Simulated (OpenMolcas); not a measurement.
# Sm²⁺ among point charges: CASSCF levels and susceptibility

Aim: the splitting of the states of Sm²⁺ in the field of 8 point charges, its lowest levels with spin-orbit coupling and its magnetic susceptibility.

Method: state-averaged CASSCF, spin-orbit coupling by RASSI with atomic mean-field integrals. Code: OpenMolcas 26.06.

## (1) The system

```
Species                           : Sm²⁺ (samarium, Z = 62, 60 electrons)
Basis                             : ANO-RCC-VDZP [7s6p4d2f1g], 68 functions
Scalar Hamiltonian                : DKH2, point nucleus
Inactive shells                   : 1s 2s 2p 3s 3p 3d 4s 4p 4d 5s 5p
Active space                      : 6 electrons in 7 orbitals (4f)
Some configurations of this space : 4f6
Orbitals                          : optimised for the highest spin of each parity, averaged over all roots
```

The outer shells:

4f6
```
4f [↑ ][↑ ][↑ ][↑ ][↑ ][↑ ][  ]
```

The ion sits among 8 point charges of -1 e arranged as a hexagonal bipyramid (D6h), 3.21 Å from the ion.

Each step is its own input file, run in one work folder so that later steps find the files of earlier ones. Labels, J, g values, rates, χT and fits are worked out afterwards by a script from the matrices that RASSI stores. The input lists half of the charges; inversion (Group=XYZ) makes the rest.

## (2) Basis and integrals

File a.inp:

```
&GATEWAY
Coord
1

Sm 0.0 0.0 0.0
Basis=ANO-RCC-VDZP
Group=XYZ
NoMove
AngMom=0.0 0.0 0.0
AMFI
XField
4 Angstrom 0
3.210000 0.000000 0.000000 -1.000000
1.605000 2.779942 0.000000 -1.000000
1.605000 -2.779942 0.000000 -1.000000
0.000000 0.000000 3.210000 -1.000000
&SEWARD
```

On the command line:

```
> OMP_NUM_THREADS=1 MOLCAS_MEM=2252 MOLCAS_PROJECT=a pymolcas a.inp > a.log
```

## (3) Reference wave functions, septets of even parity, 7 roots

File a.inp:

```
&RASSCF
FileOrb=start.orb
Symmetry=1
Spin=7
nActEl=6 0 0
Inactive=15 12
Ras2=0 7
CIRoot=7 7 1
SDav=7
CIMx=300
Iter=120 100
PrWF=0.3
OrbListing=Nothing
MaxOrb=0
>>> COPY $Project.JobIph JOB001
```

start.orb holds the contracted functions of the basis, ordered by shell, or the orbitals of the step before.

## (4) CASSCF: quintets of even parity, 140 roots

File a.inp:

```
&RASSCF
FileOrb=start.orb
Symmetry=1
Spin=5
nActEl=6 0 0
Inactive=15 12
Ras2=0 7
CIRoot=140 140 1
SDav=140
CIMx=300
Iter=120 100
PrWF=0.3
OrbListing=Nothing
MaxOrb=0
CIOnly
>>> COPY $Project.JobIph JOB002
```

## (5) CASSCF: triplets of even parity, 162 roots

File a.inp:

```
&RASSCF
FileOrb=start.orb
Symmetry=1
Spin=3
nActEl=6 0 0
Inactive=15 12
Ras2=0 7
CIRoot=162 162 1
SDav=588
CIMx=300
Iter=120 100
PrWF=0.3
OrbListing=Nothing
MaxOrb=0
CIOnly
>>> COPY $Project.JobIph JOB003
```

## (6) Reference wave functions, singlets of even parity, 162 roots

File a.inp:

```
&RASSCF
FileOrb=start.orb
Symmetry=1
Spin=1
nActEl=6 0 0
Inactive=15 12
Ras2=0 7
CIRoot=162 162 1
SDav=490
CIMx=300
Iter=120 100
PrWF=0.3
OrbListing=Nothing
MaxOrb=0
CIOnly
>>> COPY $Project.JobIph JOB004
```

## (7) RASSI: spin-orbit coupling between the states

File a.inp:

```
&RASSI
NrOfJobIphs=3 7 86 77
1 2 3 4 5 6 7
1 2 3 4 5 6 7 8 9 10 11 12 13 14 15 16 17 18 19 20 21 22 23 24 25 26 27
28 29 30 31 32 33 34 35 36 37 38 39 40 41 42 43 44 45 46 47 48 49 50 51
52 53 54 55 56 57 58 59 60 61 62 63 64 65 66 67 68 69 70 71 72 73 74 75
76 77 78 79 80 81 82 83 84 85 86
1 2 3 4 5 6 7 8 9 10 11 12 13 14 15 16 17 18 19 20 21 22 23 24 25 26 27
28 29 30 31 32 33 34 35 36 37 38 39 40 41 42 43 44 45 46 47 48 49 50 51
52 53 54 55 56 57 58 59 60 61 62 63 64 65 66 67 68 69 70 71 72 73 74 75
76 77
IphNames
JOB001
JOB002
JOB003
EJob
SpinOrbit
DIPRint=1.0
SOCoupling=1000.0
Subsets=2
Property=9
'ANGMOM' 1 'ANGMOM' 2 'ANGMOM' 3 'MLTPL  1' 1 'MLTPL  1' 2 'MLTPL  1' 3
'AMFI' 1 'AMFI' 2 'AMFI' 3
SOProperty=3
'ANGMOM' 1 'ANGMOM' 2 'ANGMOM' 3
```

Q: Predict the outcome of this session. Wanted: spin-free ground state; first state of the same spin within the active space; lowest level; next level.

**Answer**, as computed:

| quantity | value |
| --- | --- |
| method | CASSCF |
| spin-free ground state | septet, 1-fold in its orbital part |
| first state of the same spin within the active space | septet at 21.3 cm⁻¹ |
| lowest level | 1-fold |
| next level | 152.2 cm⁻¹ |
| χT at 300 K | 1.55 cm³ K/mol |
| effective moment at 300 K | 3.52 μB |

In words: The spin-free ground state (septet) comes to 100 % from free-ion F terms and keeps the highest spin of the shell. The quintets, triplets, singlets rest on orbitals optimised for another spin in at least one step, which raises them against the optimised states. Not all states of the active space went into the spin-orbit step. High states of lower spin are left out of the spin-orbit mixing, and CASSCF puts spin-flip levels too high. This is an electrostatic model: the charges have no orbitals.
